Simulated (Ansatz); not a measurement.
# CHSe−: functionals against CCSD(T) at one geometry

The task here is to estimate one member of a computed series from the others.

Computed with Ansatz 0.2.0, Gaussian basis. Level: single points in def2-TZVPPD.

Correlated methods freeze the cores. Filled d shells of the heavier atoms are correlated.

## Starting geometry

SMILES `[CH-]=[Se]`, 3 atoms, charge -1, spin multiplicity 1.

Atoms are counted from 1 here; the program's logs count them from 0.

Bond lengths: C1–Se2 1.783 Å, C1–H3 1.154 Å. Angles: Se2–C1–H3 104.0°.

As a file:

```csv
atom,x (Å),y (Å),z (Å)
C1,-0.5643,0.2413,-0.1729
Se2,0.9948,0.5284,0.6440
H3,-0.5510,-0.8872,-0.4118
```

Set-up of the first run:

Input file run/in.yaml:

```yaml
crystal:
  periodic: [false, false, false]
  atoms:
    - {symbol: C, position_ang: [-0.564300, 0.241300, -0.172900]}
    - {symbol: Se, position_ang: [0.994800, 0.528400, 0.644000]}
    - {symbol: H, position_ang: [-0.551000, -0.887200, -0.411800]}
basis:
  gaussian: {orbitals: "def2-TZVPPD.json"}
total_charge: -1
correlation: {method: ccsd_t}
output: {forces: true}
```

The basis file named in the input lies beside it (Basis Set Exchange, JSON).

The command line of these runs was not kept.

Among the steps run: CCSD(T)/def2-TZVPPD; PBE0-D4/def2-TZVPPD; wB97M-V/def2-TZVPPD; r2SCAN-D4/def2-TZVPPD; PBE-D4/def2-TZVPPD; SPW92/def2-TZVPPD; BHLYP-D4/def2-TZVPPD.

One table of the session follows, with a row left open; its other results are not shown here.

```
   method  RMS force component (eV/Å)  angle to CCSD(T) forces (°)
  CCSD(T)                       0.861                    reference
  PBE0-D4                           ?                            ?
  wB97M-V                       0.711                         14.6
r2SCAN-D4                       0.760                          1.5
   PBE-D4                       0.804                          8.1
    SPW92                       0.544                          4.5
 BHLYP-D4                       0.835                         20.4
```

Q: Estimate the row for PBE0-D4 from the others.

**Answer.** RMS force component (eV/Å): 0.711; angle to CCSD(T) forces (°): 8.9.

Limits of these values: The anion's highest level is positive in at least one run, so there the basis alone may hold the extra electron.
